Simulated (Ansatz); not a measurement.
Zr3S2:

```
Zr S
1.0
     2.90254    1.67578    3.48777
    -2.90254    1.67578    3.48777
     0.00000   -3.35156    3.48777
Zr S
3 2
Direct
  0.83873 0.50000 0.16127
  0.50000 0.16127 0.83873
  0.16127 0.83873 0.50000
  0.66502 0.66502 0.66502
  0.33498 0.33498 0.33498
```

The cell comes from a database or a generator and needn't be the stable form of this composition.

| Quantity | Value |
| --- | --- |
| Program | Ansatz 0.2.0 |
| Task | single point |
| Functional | PBEsol |
| Potentials or basis | Ansatz PAW |
| Cutoff | 420 eV (not typed: the program's choice for these potentials) |
| k mesh | 6 × 6 × 6 |
| Occupations | fermi-dirac, width 0.05 eV |
| Spin | no spin polarisation |

On this cell: pressure -5.1 GPa; largest force 0.133 eV/Å; band gap on the k mesh none (metal or under the smearing width).

The same run follows on a disturbed copy (atoms moved at random, drawn with an rms of 0.05 Å):

```
CELL_PARAMETERS angstrom
2.90254 1.67578 3.48777
-2.90254 1.67578 3.48777
0.00000 -3.35156 3.48777
ATOMIC_POSITIONS crystal
Zr 0.84516 0.49576 0.14686
Zr 0.49626 0.16190 0.84770
Zr 0.14023 0.85679 0.49747
S 0.65685 0.66433 0.66125
S 0.33267 0.34574 0.33784
```

Q: What does the disturbed cell give?

A: The energy (extrapolated to zero smearing) moves by +21.3 meV/atom; pressure -5.7 GPa; largest force 0.886 eV/Å; band gap on the k mesh none (metal or under the smearing width).

Forces in eV/Å, atoms in the order of the input:
```
Zr  -0.533 -0.617  0.302
Zr  -0.104  0.516 -0.383
Zr   0.869  0.028  0.169
S   -0.231  0.172 -0.041
S    0.000 -0.100 -0.047
```

Stress tensor (GPa, compression positive):
```
-6.15 -0.05  0.21
-0.05 -5.20  0.63
 0.21  0.63 -5.60
```

Caveats: the PAW data sets come from PBE, with cores solved anew for the run's functional, which leaves a small shift of forces and pressure.
